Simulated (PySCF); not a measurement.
# B: dipole response in dyall-av3z

Aim: the static polarisability and the C₆ coefficient of B, method by method.

Program: PySCF 2.14.0. Level of theory: unrestricted determinants in a Gaussian basis, no spin-orbit coupling in the energies. These are calculated values, not measurements, unless marked.

## (1) The system

* Element: boron (Z = 5)
* Basis: dyall-av3z (15s9p3d2f, 71 functions)
* Hamiltonian: the spin-free X2C one-electron Hamiltonian (Gaussian nucleus)
* State 1: B: [He] 2s2 2p1, 2P determinant
* Methods: UHF, PBE, PBE0, B97-3, wB97M-V

Outer shells as boxes (Hund's rule):

B [He] 2s2 2p1
```
[He] core
2s [↑↓]
2p [↑ ][  ][  ]
```

One driver process ran all states and methods and kept the integrals in memory. Each run is shown as a PySCF script that sums up its settings (the driver passes frozen orbitals as a list and adds second-order terms of double hybrids); the logs are those of the runs themselves. The driver starts from symmetry-adapted Hartree-Fock orbitals, holds the occupation by maximum overlap and uses a logarithmic radial grid for functionals, so a plain start would take other cycles.

The integrals over 71 functions and the set-up took 0.14 s of CPU time.

## (2) B: the ladder of methods

#### UHF

input.py reads:

```python
from pyscf import gto, scf, dft, mp, cc
import basis_set_exchange as bse
mol = gto.M(atom="B 0 0 0", charge=0, spin=1, symmetry="D2h",
            basis=gto.basis.parse(bse.get_basis("dyall-av3z", elements=["B"], fmt="nwchem")),
            nucmod="G")
mf = scf.UHF(mol).sfx2c1e()
mf.irrep_nelec = {'Ag': (2, 2), 'B2u': (1, 0)}
mf.kernel()
```

The log of the run:

```text
damping factor = 0
level_shift factor = 0
DIIS = <class 'pyscf.scf.diis.CDIIS'>
diis_start_cycle = 1
diis_space = 10
diis_damp = 0
SCF conv_tol = 1e-09
SCF conv_tol_grad = None
number electrons alpha = 3  beta = 2
cycle= 1 E= -24.5393195407864  delta_E= -0.00327  |g|= 0.0204  |ddm|= 0.0353
cycle= 2 E= -24.5397580699533  delta_E= -0.000439  |g|= 0.00761  |ddm|= 0.0137
cycle= 3 E= -24.5398358701651  delta_E= -7.78e-05  |g|= 0.00053  |ddm|= 0.00877
cycle= 4 E= -24.5398365077676  delta_E= -6.38e-07  |g|= 0.00015  |ddm|= 0.00116
cycle= 5 E= -24.5398365743546  delta_E= -6.66e-08  |g|= 4.32e-05  |ddm|= 0.000486
cycle= 6 E= -24.5398365791949  delta_E= -4.84e-09  |g|= 4.12e-06  |ddm|= 0.00016
cycle= 7 E= -24.5398365792221  delta_E= -2.72e-11  |g|= 9.02e-07  |ddm|= 1.24e-05
converged SCF energy = -24.5398365792221  <S^2> = 0.76125073  2S+1 = 2.0112193
```

CPU time 5.5 s on a shared host, the integrals not counted.

Orbital energies by shell (radii are means over both spins):

```
shell  electrons  mean orbital energy (eV)  spread (eV)  rms radius (bohr)
 1s α          1                   -209.61            0              0.378
 1s β          1                   -209.20            0              0.378
 2s α          1                   -14.842            0               2.18
 2s β          1                   -12.147            0               2.18
 2p α          1                    -8.671            0               2.45
```

⟨S²⟩ = 0.761, ⟨L²⟩ = 2.03.

The driver then solved the coupled dipole response at imaginary frequencies: mean α = 22.16 bohr³ (xx, yy, zz: 20.45, 25.57, 20.45), C₆ = 105.9 au for a like pair.

#### PBE

input.py differs from the last one in:

```diff
@@ -5,3 +5,3 @@
             nucmod="G")
-mf = scf.UHF(mol).sfx2c1e()
+mf = dft.UKS(mol, xc="PBE").sfx2c1e()
 mf.irrep_nelec = {'Ag': (2, 2), 'B2u': (1, 0)}
```

The log of the run:

```text
damping factor = 0
level_shift factor = 0
DIIS = <class 'pyscf.scf.diis.CDIIS'>
diis_start_cycle = 1
diis_space = 10
diis_damp = 0
SCF conv_tol = 1e-09
SCF conv_tol_grad = None
number electrons alpha = 3  beta = 2
XC functionals = PBE
    J. P. Perdew, K. Burke, and M. Ernzerhof.,  Phys. Rev. Lett. 77, 3865 (1996)
    J. P. Perdew, K. Burke, and M. Ernzerhof.,  Phys. Rev. Lett. 78, 1396 (1997)
    J. P. Perdew, K. Burke, and M. Ernzerhof.,  Phys. Rev. Lett. 77, 3865 (1996)
    J. P. Perdew, K. Burke, and M. Ernzerhof.,  Phys. Rev. Lett. 78, 1396 (1997)
cycle= 1 E= -24.6190980410944  delta_E= -0.0044  |g|= 0.00954  |ddm|= 0.0871
cycle= 2 E= -24.6191459512339  delta_E= -4.79e-05  |g|= 0.00221  |ddm|= 0.0107
cycle= 3 E= -24.6191503190646  delta_E= -4.37e-06  |g|= 0.00111  |ddm|= 0.00493
cycle= 4 E= -24.6191513906919  delta_E= -1.07e-06  |g|= 7.98e-05  |ddm|= 0.00157
cycle= 5 E= -24.6191513952053  delta_E= -4.51e-09  |g|= 2.34e-06  |ddm|= 6.74e-05
cycle= 6 E= -24.619151395212  delta_E= -6.73e-12  |g|= 3.23e-07  |ddm|= 4.77e-06
converged SCF energy = -24.619151395212  <S^2> = 0.75327784  2S+1 = 2.0032752
```

It used 4.6 s of CPU time after the integrals (shared host).

The driver then solved the coupled dipole response at imaginary frequencies: mean α = 23.65 bohr³ (xx, yy, zz: 20.70, 29.54, 20.70), C₆ = 116.2 au for a like pair.

#### PBE0

input.py differs from the last one in:

```diff
@@ -5,3 +5,3 @@
             nucmod="G")
-mf = dft.UKS(mol, xc="PBE").sfx2c1e()
+mf = dft.UKS(mol, xc="PBE0").sfx2c1e()
 mf.irrep_nelec = {'Ag': (2, 2), 'B2u': (1, 0)}
```

The log of the run:

```text
damping factor = 0
level_shift factor = 0
DIIS = <class 'pyscf.scf.diis.CDIIS'>
diis_start_cycle = 1
diis_space = 10
diis_damp = 0
SCF conv_tol = 1e-09
SCF conv_tol_grad = None
number electrons alpha = 3  beta = 2
XC functionals = PBE0
    C. Adamo and V. Barone.,  J. Chem. Phys. 110, 6158 (1999)
    M. Ernzerhof and G. E. Scuseria.,  J. Chem. Phys. 110, 5029 (1999)
cycle= 1 E= -24.6265875562441  delta_E= -0.00318  |g|= 0.00994  |ddm|= 0.0652
cycle= 2 E= -24.6266733690175  delta_E= -8.58e-05  |g|= 0.00201  |ddm|= 0.00934
cycle= 3 E= -24.6266779348418  delta_E= -4.57e-06  |g|= 0.000446  |ddm|= 0.00288
cycle= 4 E= -24.6266780851374  delta_E= -1.5e-07  |g|= 5.02e-05  |ddm|= 0.000525
cycle= 5 E= -24.6266780872169  delta_E= -2.08e-09  |g|= 2.68e-06  |ddm|= 6.47e-05
cycle= 6 E= -24.6266780872269  delta_E= -1e-11  |g|= 3e-07  |ddm|= 7.04e-06
converged SCF energy = -24.6266780872269  <S^2> = 0.75429848  2S+1 = 2.0042939
```

It used 9 s of CPU time after the integrals (shared host).

The driver then solved the coupled dipole response at imaginary frequencies: mean α = 22.54 bohr³ (xx, yy, zz: 20.12, 27.37, 20.12), C₆ = 109.8 au for a like pair.

#### B97-3

input.py differs from the last one in:

```diff
@@ -5,3 +5,3 @@
             nucmod="G")
-mf = dft.UKS(mol, xc="PBE0").sfx2c1e()
+mf = dft.UKS(mol, xc="HYB_GGA_XC_B97_3").sfx2c1e()
 mf.irrep_nelec = {'Ag': (2, 2), 'B2u': (1, 0)}
```

The log of the run:

```text
damping factor = 0
level_shift factor = 0
DIIS = <class 'pyscf.scf.diis.CDIIS'>
diis_start_cycle = 1
diis_space = 10
diis_damp = 0
SCF conv_tol = 1e-09
SCF conv_tol_grad = None
number electrons alpha = 3  beta = 2
XC functionals = HYB_GGA_XC_B97_3
    T. W. Keal and D. J. Tozer.,  J. Chem. Phys. 123, 121103 (2005)
cycle= 1 E= -24.6614756979598  delta_E= -0.00277  |g|= 0.00895  |ddm|= 0.0903
cycle= 2 E= -24.6615278445174  delta_E= -5.21e-05  |g|= 0.00186  |ddm|= 0.0119
cycle= 3 E= -24.6615304045982  delta_E= -2.56e-06  |g|= 0.000493  |ddm|= 0.00269
cycle= 4 E= -24.6615305662017  delta_E= -1.62e-07  |g|= 3.88e-05  |ddm|= 0.000605
cycle= 5 E= -24.6615305679766  delta_E= -1.77e-09  |g|= 2.71e-06  |ddm|= 6.34e-05
cycle= 6 E= -24.6615305679939  delta_E= -1.73e-11  |g|= 6.45e-07  |ddm|= 1.1e-05
converged SCF energy = -24.6615305679939  <S^2> = 0.75365525  2S+1 = 2.0036519
```

It used 9.6 s of CPU time after the integrals (shared host).

The driver then solved the coupled dipole response at imaginary frequencies: mean α = 21.83 bohr³ (xx, yy, zz: 19.67, 26.13, 19.67), C₆ = 105.2 au for a like pair.

#### wB97M-V

input.py differs from the last one in:

```diff
@@ -5,3 +5,3 @@
             nucmod="G")
-mf = dft.UKS(mol, xc="HYB_GGA_XC_B97_3").sfx2c1e()
+mf = dft.UKS(mol, xc="WB97M_V").sfx2c1e()
 mf.irrep_nelec = {'Ag': (2, 2), 'B2u': (1, 0)}
```

The log of the run:

```text
damping factor = 0
level_shift factor = 0
DIIS = <class 'pyscf.scf.diis.CDIIS'>
diis_start_cycle = 1
diis_space = 10
diis_damp = 0
SCF conv_tol = 1e-09
SCF conv_tol_grad = None
number electrons alpha = 3  beta = 2
XC functionals = WB97M_V
    N. Mardirossian and M. Head-Gordon.,  J. Chem. Phys. 144, 214110 (2016)
NLC functional = WB97M_V
cycle= 1 E= -24.6578398110727  delta_E= -0.00238  |g|= 0.00975  |ddm|= 0.0882
cycle= 2 E= -24.657933440576  delta_E= -9.36e-05  |g|= 0.00236  |ddm|= 0.012
cycle= 3 E= -24.6579447389684  delta_E= -1.13e-05  |g|= 0.000713  |ddm|= 0.00492
cycle= 4 E= -24.6579462464803  delta_E= -1.51e-06  |g|= 0.000212  |ddm|= 0.00189
cycle= 5 E= -24.6579463733594  delta_E= -1.27e-07  |g|= 2.9e-05  |ddm|= 0.000693
cycle= 6 E= -24.6579463751894  delta_E= -1.83e-09  |g|= 2.97e-06  |ddm|= 8.27e-05
cycle= 7 E= -24.6579463752075  delta_E= -1.81e-11  |g|= 2.3e-07  |ddm|= 7.96e-06
converged SCF energy = -24.6579463752075  <S^2> = 0.75098071  2S+1 = 2.0009805
```

CPU time 27 s on a shared host, the integrals not counted.

The driver then solved the coupled dipole response at imaginary frequencies: mean α = 23.06 bohr³ (xx, yy, zz: 20.65, 27.88, 20.65), C₆ = 110.6 au for a like pair.

Radial density 4πr²ρ of B at UHF:

```
r (bohr)   density  spin density
 0.00429    0.0163         0.000
 0.00721    0.0446         0.000
  0.0121     0.119         0.000
  0.0204     0.310         0.000
  0.0343     0.760         0.000
  0.0577      1.70         0.001
  0.0971      3.27         0.001
   0.163      4.85         0.005
   0.275      4.74         0.019
   0.462      2.39         0.075
   0.777     0.923         0.229
    1.31      1.41         0.420
    2.20      1.12         0.349
    3.70     0.243         0.096
    6.22   0.00932         0.005
    10.5  2.21e-05         0.000
```

## (3) Polarisabilities and C₆

B, in atomic units:

```
 method  mean α  C₆ (like pair)  S(−4)
    UHF   22.16           105.9  424.3
    PBE   23.65           116.2  398.4
   PBE0   22.54           109.8  339.6
  B97-3   21.83           105.2  307.3
wB97M-V   23.06           110.6  376.6
```

Reference α: 20.5 ± 0.1 bohr³ (recommended; Schwerdtfeger and Nagle, table of static dipole polarizabilities (2023 update)). Published C₆: 99.50 (Chu and Dalgarno (2004); Tang, Norbeck and Certain (1976)).

α(iu) at wB97M-V:

```
u (hartree)  α(iu) (bohr³)
          0          23.06
     0.0500          22.17
      0.100          20.00
      0.200          14.79
      0.300          10.60
      0.500          5.824
      0.750          3.236
       1.00          2.046
       1.50          1.031
       2.00         0.6238
       3.00         0.3040
       5.00         0.1233
```

## (4) What came out

| quantity | value |
| --- | --- |
| α of B | 21.83 (B97-3) to 23.65 (PBE) bohr³; reference 20.50 |

What this shows: For B B97-3 is nearest the reference (+6 %). The basis is finite, and no extrapolation was made.
